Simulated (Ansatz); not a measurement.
# C3H9BSi2: the cost of one run

Method: RHF/STO-3G, in Ansatz 0.2.0.

**1. The starting structure**

Bond lengths (14 of 15 bonds, heavy atoms first): C1–B2 1.594 Å, B2–C3 1.553 Å, C3–C4 1.381 Å, C4–Si5 1.866 Å, B2–Si6 1.945 Å, Si5–Si6 2.220 Å, C1–H7 1.078 Å, C1–H8 1.084 Å, C1–H9 1.189 Å, C3–H10 1.110 Å, C4–H11 1.013 Å, Si5–H12 1.431 Å, Si5–H13 1.463 Å, Si6–H14 1.487 Å. Angles (14 of 27 angles, heavy atoms first): C1–B2–C3 120.4°, C1–B2–Si6 125.4°, C3–B2–Si6 114.2°, B2–C3–C4 121.3°, C3–C4–Si5 113.9°, C4–Si5–Si6 99.4°, B2–Si6–Si5 90.8°, B2–C1–H7 109.5°, B2–C1–H8 109.6°, B2–C1–H9 107.3°, B2–C3–H10 120.1°, C4–C3–H10 118.1°, C3–C4–H11 122.1°, Si5–C4–H11 123.4°.

Coordinates:

```xyz
15

C    -0.9557   -1.1127    1.8867
B    -0.3075   -0.4030    0.6155
C     0.8743   -1.0694   -0.1393
C     1.5124   -0.4281   -1.1824
Si    0.7023    1.1726   -1.6947
Si   -0.8639    1.3063   -0.1264
H    -1.3838   -2.0572    1.5919
H    -0.2206   -1.1790    2.6801
H    -1.8284   -0.4072    2.2792
H     1.3058   -2.0229    0.2314
H     2.2654   -0.8626   -1.7017
H     0.1360    1.1059   -3.0070
H     1.6290    2.2949   -1.5498
H    -2.2445    1.2280   -0.6729
H    -0.6427    2.3835    0.8188
```

**2. Preparing the start**

Input file input.yaml:

```yaml
crystal:
  periodic: [false, false, false]
  atoms:
    - { symbol: C, position_ang: [-0.9557, -1.1127, 1.8867] }
    - { symbol: B, position_ang: [-0.3075, -0.403, 0.6155] }
    - { symbol: C, position_ang: [0.8743, -1.0694, -0.1393] }
    - { symbol: C, position_ang: [1.5124, -0.4281, -1.1824] }
    - { symbol: Si, position_ang: [0.7023, 1.1726, -1.6947] }
    - { symbol: Si, position_ang: [-0.8639, 1.3063, -0.1264] }
    - { symbol: H, position_ang: [-1.3838, -2.0572, 1.5919] }
    - { symbol: H, position_ang: [-0.2206, -1.179, 2.6801] }
    - { symbol: H, position_ang: [-1.8284, -0.4072, 2.2792] }
    - { symbol: H, position_ang: [1.3058, -2.0229, 0.2314] }
    - { symbol: H, position_ang: [2.2654, -0.8626, -1.7017] }
    - { symbol: H, position_ang: [0.136, 1.1059, -3.007] }
    - { symbol: H, position_ang: [1.629, 2.2949, -1.5498] }
    - { symbol: H, position_ang: [-2.2445, 1.228, -0.6729] }
    - { symbol: H, position_ang: [-0.6427, 2.3835, 0.8188] }
basis:
  gaussian: { orbitals: STO-3G }
hamiltonian:
  xc: hf
relax:
  f_tol: 0.02
  max_steps: 40
```

Run with:

```console
$ ansatz run input.yaml --threads 1 --pin off --max-ram 2048MiB --backend cpu --events-out ev --progress --plain --runs-dir out
```

What time and memory should one allow on 1 thread of AMD EPYC (Zen 3), shared host?

About 30 s, with a peak of 0.12 GiB.
